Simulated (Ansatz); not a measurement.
**PtOS: the cell at several levels of theory**

An exercise on one series of results from a longer session: the logs are not shown, and one member is left open.

The runs shown are made with Ansatz 0.2.0. PAW datasets, plane waves, zero pressure. These are computed values for a spin-unpolarised cell that may be hypothetical; none is a measurement.

## Starting point

The sheet's in-plane cell has a = 2.921 Å, b = 2.921 Å (γ = 120.0°), and its outermost atoms lie 2.85 Å apart along the normal. Around Pt lie 3 S at 2.21 Å and 3 O at 2.21 Å; around O lie 3 Pt at 2.21 Å; around S lie 3 Pt at 2.21 Å.

As a file:

```xyz
3
Lattice="2.9207 0.0000 0.0000 -1.4603 2.5294 0.0000 0.0000 0.0000 18.0000" Properties=species:S:1:pos:R:3 pbc="T T F"
Pt    0.0000    1.6863    9.0000
O     1.4603    0.8431   10.4258
S     1.4603    0.8431    7.5742
```
Periodic in the plane only; c spans the vacuum.

Set-up of the first run:

Contents of input.yaml:

```yaml
crystal:
  lattice:
    - [2.92068377, 0.0, 0.0]
    - [-1.460341885, 2.5293863412, 0.0]
    - [0.0, 0.0, 18.0]
  atoms:
    - { symbol: Pt, position: [0.3333333333, 0.6666666667, 0.5] }
    - { symbol: O, position: [0.6666666667, 0.3333333333, 0.5792136456] }
    - { symbol: S, position: [0.6666666667, 0.3333333333, 0.4207863544] }
  periodic: [true, true, false]
kpoints:
  mp_grid: { grid: [12, 12, 1] }
hamiltonian:
  xc: pbe
scf:
  occupations: { method: fermi_dirac, width: 0.02 }
relax:
  f_tol: 0.005
  cell: {}
```

Steps of the session up to this table: Relaxation with PBE; Relaxing with r2SCAN; Relaxation with PBEsol; LDA: cell and atoms; HSE06: cell and atoms.

One table of the session follows, with a row left open; its other results are not shown here.

```
 level  a (Å)  area (Å²/atom)
   PBE      ?               ?
r2SCAN  3.342           3.224
PBEsol  3.339           3.218
   LDA  3.306           3.154
 HSE06  3.342           3.225
```

Estimate the missing values for PBE.

As computed: a (Å): 3.405; area (Å²/atom): 3.347. In the column «a (Å)» it is the highest.

In words: The first relaxation changed the area by +35.9 % from the start. LDA gives the smallest cell and PBE the largest; they differ by 6.1 % in area, a mean of 3.0 % in length. The meshes differ: PBE 12×12×1, r2SCAN 12×12×1, PBEsol 12×12×1, LDA 12×12×1, HSE06 6×6×1.

Caveats from the session: Warnings in the runs' records: band table not solved further, slab cell height set, xc potential rough in thin density.
